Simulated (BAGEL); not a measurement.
# One shape, several levels: AlCNClOF (SMILES O=C=[N][Al]([F])[Cl])

We compute a comparison of 4 runs (B3LYP/6-31G*, B3LYP/cc-pVDZ, PBE0/cc-pVDZ, RI-MP2/cc-pVDZ) of AlCNClOF. 

The calculation is run with BAGEL 1.2.2.

6 further runs of the same task are left out: 4 that didn't finish, 2 set aside as unsound or not needed.

## Step 1: The structure to begin with

AlCNClOF: 6 atoms, total charge 0, spin state singlet. SMILES: `O=C=[N][Al]([F])[Cl]`. Geometry: relaxed at PBE0-D4/def2-TZVP. This is one conformer, not always the lowest.

Bond lengths: O1–C2 1.162 Å, C2–N3 1.197 Å, N3–Al4 1.741 Å, Al4–F5 1.632 Å, Al4–Cl6 2.064 Å. Angles: O1–C2–N3 179.5°, C2–N3–Al4 174.7°, N3–Al4–F5 119.2°, N3–Al4–Cl6 121.4°, F5–Al4–Cl6 119.4°.

## Step 2: The energy at B3LYP/6-31G(d) (density fitting with qzvpp-jkfit, spherical functions) (run 1)

input.json

```json
{ "bagel": [

{
  "title": "molecule",
  "basis": "6-31gs.json",
  "df_basis": "qzvpp-jkfit",
  "angstrom": "true",
  "geometry": [
    { "atom": "O", "xyz": [      -1.726000,      -0.301300,       2.353900 ] },
    { "atom": "C", "xyz": [      -1.034500,      -0.244700,       1.421600 ] },
    { "atom": "N", "xyz": [      -0.321400,      -0.196300,       0.461800 ] },
    { "atom": "Al", "xyz": [       0.694800,       0.033100,      -0.933400 ] },
    { "atom": "F", "xyz": [       1.379200,      -1.268200,      -1.642400 ] },
    { "atom": "Cl", "xyz": [       1.050000,       1.913400,      -1.707800 ] }
  ]
},

{ "title": "ks", "xc_func": "b3lyp" },

{ "title": "print", "file": "orbitals.molden", "orbitals": "true" }

]}
```

The basis set 6-31G* is read from a file made from the Basis Set Exchange's data (not shown).

Launch:

```bash
$ BAGEL_NUM_THREADS=1 BAGEL input.json > input.out
```

What it wrote:

```text
* using 1 threads per process

  ===============================================================
  ===============================================================

  *** Geometry ***

[... 19 lines left out ...]
    * Removing 10239 points whose weight is below 1.00e-10
[... 2 lines left out ...]
  === Nuclear Repulsion ===
   298.7166565711

       - DIIS with orbital gradients will be used.

  === KS iteration (b3lyp / 6-31gs.json) ===
      0       -930.83104251          0.12172946           0.42
      1       -707.21191609          0.17644597           0.39
      2       -762.11873707          0.15995462           0.40
[... 20 lines of this table left out ...]
     23       -970.74361723          0.00000000           0.41
    * SCF iteration converged.

    * Permanent dipole moment:
           (   -0.072337,    -0.029714,     0.100133) a.u.

    * METHOD: KS                                   9.99

    * METHOD: PRINT                                0.02

  ===============================================================
```

It took 11 s on 1 thread of Arm Neoverse V1, shared host; peak memory 0.39 GiB.

## Step 3: The energy at B3LYP/cc-pVDZ (density fitting with qzvpp-jkfit) (run 2)

calc.json

```json
{ "bagel": [

{
  "title": "molecule",
  "basis": "cc-pvdz.json",
  "df_basis": "qzvpp-jkfit",
  "angstrom": true,
  "geometry": [
    { "atom": "O", "xyz": [      -1.726000,      -0.301300,       2.353900 ] },
    { "atom": "C", "xyz": [      -1.034500,      -0.244700,       1.421600 ] },
    { "atom": "N", "xyz": [      -0.321400,      -0.196300,       0.461800 ] },
    { "atom": "Al", "xyz": [       0.694800,       0.033100,      -0.933400 ] },
    { "atom": "F", "xyz": [       1.379200,      -1.268200,      -1.642400 ] },
    { "atom": "Cl", "xyz": [       1.050000,       1.913400,      -1.707800 ] }
  ]
},

{
  "title": "ks",
  "xc_func": "b3lyp"
},

{
  "title": "print",
  "file": "orbitals.molden",
  "orbitals": true
}

]}
```

The basis set cc-pVDZ is read from a file made from the Basis Set Exchange's data (not shown).

Launch:

```bash
$ BAGEL_NUM_THREADS=1 BAGEL calc.json > calc.out
```

What it wrote:

```text
* using 1 threads per process

  ===============================================================
  ===============================================================

  *** Geometry ***

[... 19 lines left out ...]
    * Removing 10239 points whose weight is below 1.00e-10
[... 2 lines left out ...]
  === Nuclear Repulsion ===
   298.7166565711

       - DIIS with orbital gradients will be used.

  === KS iteration (b3lyp / cc-pvdz.json) ===
      0       -932.41430498          0.09918968           0.42
      1       -704.23012999          0.24499414           0.39
      2       -741.48221461          0.24517556           0.38
[... 22 lines of this table left out ...]
     25       -970.79666796          0.00000001           0.41
    * SCF iteration converged.

    * Permanent dipole moment:
           (   -0.046116,    -0.162322,     0.086164) a.u.

    * METHOD: KS                                  10.87

    * METHOD: PRINT                                0.02

  ===============================================================
```

It took 11 s on 1 thread of Arm Neoverse V1, shared host; peak memory 0.39 GiB.

Run 3 isn't shown in full; the table further down has it.

## Step 4: A single-point energy at RI-MP2/cc-pVDZ (density fitting with qzvpp-jkfit) (run 4)

job.json

```json
{ "bagel": [

{
  "title": "molecule",
  "basis": "cc-pvdz.json",
  "df_basis": "qzvpp-jkfit",
  "angstrom": true,
  "geometry": [
    { "atom": "O", "xyz": [   -1.726000,   -0.301300,    2.353900 ] },
    { "atom": "C", "xyz": [   -1.034500,   -0.244700,    1.421600 ] },
    { "atom": "N", "xyz": [   -0.321400,   -0.196300,    0.461800 ] },
    { "atom": "Al", "xyz": [    0.694800,    0.033100,   -0.933400 ] },
    { "atom": "F", "xyz": [    1.379200,   -1.268200,   -1.642400 ] },
    { "atom": "Cl", "xyz": [    1.050000,    1.913400,   -1.707800 ] }
  ]
},
{ "title": "hf", "charge": 0 },
{ "title": "mp2", "charge": 0, "ncore": 14 }

]}
```

The basis set cc-pVDZ is read from a file made from the Basis Set Exchange's data (not shown).

Launch:

```bash
$ BAGEL_NUM_THREADS=1 BAGEL job.json > job.out
```

What it wrote:

```text
* using 1 threads per process

  ===============================================================
  ===============================================================

  *** Geometry ***

[... 30 lines left out ...]
    * SCF iteration converged.
[... 1 line left out ...]
    * Permanent dipole moment:
[... 2 lines left out ...]
    * METHOD: HF                                   2.28

  *** RHF ***

  === Nuclear Repulsion ===
   298.7166565711

      * DIIS with orbital gradients will be used.

  === RHF iteration (cc-pvdz.json) ===
      0       -968.27123520          0.00000000           0.11
    * SCF iteration converged.

    * Permanent dipole moment:
           (   -0.059966,    -0.193702,     0.109396) a.u.

  === DF-MP2 calculation ===

    * freezing 14 orbitals
    * 3-index integral transformation done
    * assembly done

      MP2 correlation energy:   -0.8252348974      0.07

      MP2 total energy:       -969.0964701014

    * METHOD: MP2                                  0.33

  ===============================================================
```

It took 3.3 s on 1 thread of Arm Neoverse V1, shared host; peak memory 0.15 GiB.

## Step 5: All runs side by side

```
run                                                                 level  frozen core orbitals  energy (Eh)  dipole moment (D)  HOMO energy (eV)  LUMO energy (eV)  wall time
  1  B3LYP/6-31G* (density fitting with qzvpp-jkfit, spherical functions)                     –  -970.743617               0.32             -8.68             -1.27       11 s
  2                      B3LYP/cc-pVDZ (density fitting with qzvpp-jkfit)                     –  -970.796668               0.48             -8.67             -1.23       11 s
  3                       PBE0/cc-pVDZ (density fitting with qzvpp-jkfit)                     –  -970.222651               0.48             -9.00             -1.03       10 s
  4                     RI-MP2/cc-pVDZ (density fitting with qzvpp-jkfit)                    14  -969.096470                  –                 –                 –      3.3 s
```

## Step 6: Summary of results

| quantity | value |
| --- | --- |
| run 4: total energy | -969.09647 Eh |
| run 4: correlation energy (14 core orbitals frozen) | -825.2 mEh |

**Reading.** Over runs 1, 2, 3 the dipole moment (its size) runs from 0.32 D (B3LYP/6-31G*) to 0.48 D (PBE0/cc-pVDZ). The two ends differ in method and basis. Over runs 1, 2, 3 the HOMO–LUMO gap runs from 7.41 eV (B3LYP/6-31G*) to 7.97 eV (PBE0/cc-pVDZ). Totals of different functionals can't be ranked against each other. All runs together took 36 s, the longest 11 s.
